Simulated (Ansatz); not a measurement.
# NbSiO4: from a guess to a relaxed structure

Aim: relax a trial structure of NbSiO4 and see where it ends.

Method: DFT PBE, scalar-relativistic, plane waves, PAW, in Ansatz 0.2.0.

1 further run of the same task is left out (set aside as unsound or not needed).

## (1) The starting structure

Symmetry: P6/mmm, No. 191, hexagonal system. Conventional cell: a = 3.197 Å, b = 3.197 Å, c = 6.498 Å, α = 90.00°, β = 90.00°, γ = 120.00°. Nb (site symmetry 6/mmm) has 12 O at 2.50 Å in its first shell of neighbours. Si (site symmetry 6/mmm) is surrounded by 12 O at 2.42 Å. O (site symmetry 3m) is surrounded by 3 O at 1.85 Å and 3 Si at 2.42 Å and 3 Nb at 2.50 Å.

As a file:

```
CELL_PARAMETERS angstrom
3.19673 0.00000 0.00000
-1.59836 2.76845 0.00000
0.00000 0.00000 6.49835
ATOMIC_POSITIONS crystal
Nb 0.00000 0.00000 0.50000
Si 0.00000 0.00000 0.00000
O 0.33333 0.66667 0.75959
O 0.33333 0.66667 0.24041
O 0.66667 0.33333 0.75959
O 0.66667 0.33333 0.24041
```

A structure generator made this guess: species swapped into a database cell of TiCrB4 (P6/mmm, No. 191), with Nb on the Ti sites, Si on the Cr sites and O on the B sites. The dimensions are guesses.

## (2) The guess as it stands, on a coarse mesh

Input file input.yaml:

```yaml
crystal:
  lattice:
    - [3.19672749, 0.0, 0.0]
    - [-1.59836375, 2.76844722, 0.0]
    - [0.0, 0.0, 6.49835261]
  atoms:
    - { symbol: Nb, position: [0.0, 0.0, 0.5] }
    - { symbol: Si, position: [0.0, 0.0, 0.0] }
    - { symbol: O, position: [0.33333333, 0.66666667, 0.75959003] }
    - { symbol: O, position: [0.33333333, 0.66666667, 0.24040997] }
    - { symbol: O, position: [0.66666667, 0.33333333, 0.75959003] }
    - { symbol: O, position: [0.66666667, 0.33333333, 0.24040997] }
basis:
  ecutwfc: 420
kpoints:
  mp_grid: { grid: [6, 6, 4] }
hamiltonian:
  xc: pbe
scf:
  occupations: { method: gaussian, width: 0.1 }
  lower_state_search: "off"
output:
  forces: true
  stress: true
  eigenvalues: true
```

Launch:

```bash
> ansatz run input.yaml --threads 1 --pin off --max-ram 2560MiB --backend cpu --events-out ev --progress --plain --runs-dir out
```

Further runs follow: a loose first relaxation; final relaxation.

What does the calculation give? Wanted: conventional cell; volume; energy over the elements; gap on the mesh.

The runs gave:

| quantity | value |
| --- | --- |
| symmetry at the end (tolerance 0.05 Å) | space group P6/mmm (No. 191) |
| conventional cell | a = 3.621 Å, b = 3.621 Å, c = 5.116 Å, α = 90.00°, β = 90.00°, γ = 120.00° |
| volume | 9.68 Å³/atom |
| energy over the elements (uncorrected; H, N, O, F and Cl as molecules) | -0.24 eV/atom |
| gap on the mesh | none (metal) |

**Reading.** The space group P6/mmm (No. 191) is kept, and the volume per atom grows by 1.0 % from the first guess. It lies below the elements, which doesn't yet make it stable: competing phases were not computed in this session. No finished test with a distortion of lower symmetry is shown, so the end may be a saddle point. Some metallic runs here have no spin polarisation while others do; where cell and settings agree, the difference is what magnetism gains. Other magnetic orders were not searched.
